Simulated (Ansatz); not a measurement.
# C₃H₄F₂GeO: how energies converge with the basis set

The task here is to estimate one member of a computed series from the others.

The runs use Ansatz 0.2.0, Gaussian basis; one geometry, several basis sets.

Plan: PBE0-D4/def2-SVP; ωB97M-V/def2-SVP; PBE0-D4/def2-QZVPP; ωB97M-V/def2-QZVPP; the functionals' def2-TZVPP values are taken from earlier runs.

## The geometry

The geometry comes from an earlier relaxation with PBE0-D4 in a triple-zeta def2 set; it is a stationary point, not always the lowest conformer.

SMILES `C#[C][Ge]([F])([F])[O]C`, 11 atoms, charge 0, spin multiplicity 1.

Atoms are counted from 1 here; the program's logs count them from 0.

Bond lengths: C1–C2 1.202 Å, C1–H8 1.067 Å, C2–Ge3 1.865 Å, Ge3–F4 1.717 Å, Ge3–F5 1.717 Å, Ge3–O6 1.734 Å, O6–C7 1.421 Å, C7–H9 1.094 Å, C7–H10 1.090 Å, C7–H11 1.094 Å. Angles: C2–C1–H8 180.0°, C1–C2–Ge3 179.7°, C2–Ge3–F4 111.1°, C2–Ge3–F5 111.1°, C2–Ge3–O6 111.3°, F4–Ge3–F5 103.8°, F4–Ge3–O6 109.7°, F5–Ge3–O6 109.7°, Ge3–O6–C7 120.5°, O6–C7–H9 111.5°, O6–C7–H10 107.0°, O6–C7–H11 111.5°, H9–C7–H10 108.8°, H9–C7–H11 109.2°, H10–C7–H11 108.8°.

Coordinates:

```tsv
atom	x (Å)	y (Å)	z (Å)
C1	-3.2296	0.3771	0.6539
C2	-2.0336	0.4396	0.5521
Ge3	-0.1780	0.5462	0.4001
F4	0.3016	2.0512	-0.2733
F5	0.5707	0.5326	1.9454
O6	0.4496	-0.7512	-0.5637
C7	1.8463	-0.8599	-0.8041
H8	-4.2909	0.3218	0.7446
H9	2.2300	0.0151	-1.3365
H10	1.9951	-1.7432	-1.4258
H11	2.4042	-0.9864	0.1282
```

The first run:

File in.yaml:

```yaml
crystal:
  periodic: [false, false, false]
  atoms:
    - {symbol: C, position_ang: [-3.229606, 0.377105, 0.653933]}
    - {symbol: C, position_ang: [-2.033561, 0.439645, 0.552050]}
    - {symbol: Ge, position_ang: [-0.178011, 0.546161, 0.400053]}
    - {symbol: F, position_ang: [0.301625, 2.051185, -0.273332]}
    - {symbol: F, position_ang: [0.570676, 0.532648, 1.945353]}
    - {symbol: O, position_ang: [0.449568, -0.751162, -0.563684]}
    - {symbol: C, position_ang: [1.846313, -0.859919, -0.804111]}
    - {symbol: H, position_ang: [-4.290935, 0.321752, 0.744556]}
    - {symbol: H, position_ang: [2.230014, 0.015137, -1.336472]}
    - {symbol: H, position_ang: [1.995104, -1.743182, -1.425801]}
    - {symbol: H, position_ang: [2.404212, -0.986369, 0.128154]}
basis:
  gaussian: {orbitals: def2-SVP}
hamiltonian: {xc: pbe0, dispersion: d4}
output: {orbitals: {seedname: orbitals}}
```

Steps of the session up to this table: PBE0-D4 in def2-SVP; ωB97M-V in def2-SVP; PBE0-D4 in def2-QZVPP; ωB97M-V in def2-QZVPP.

One of the session's tables, all rows but one given; the rest of the session is left out.

It belongs to the step «Functionals by basis». 

| functional | basis | HOMO (eV) |
| --- | --- | --- |
| PBE0-D4 | def2-SVP | -8.74 |
| PBE0-D4 | def2-TZVPP | -8.84 |
| PBE0-D4 | def2-QZVPP | -8.87 |
| ωB97M-V | def2-SVP | ? |
| ωB97M-V | def2-TZVPP | -11.24 |
| ωB97M-V | def2-QZVPP | -11.28 |

Q: Estimate the row for ωB97M-V, def2-SVP from the others.

As computed: HOMO (eV): -11.13. In the column «HOMO (eV)» it lies between ωB97M-V, def2-TZVPP (-11.24) and PBE0-D4, def2-QZVPP (-8.87).
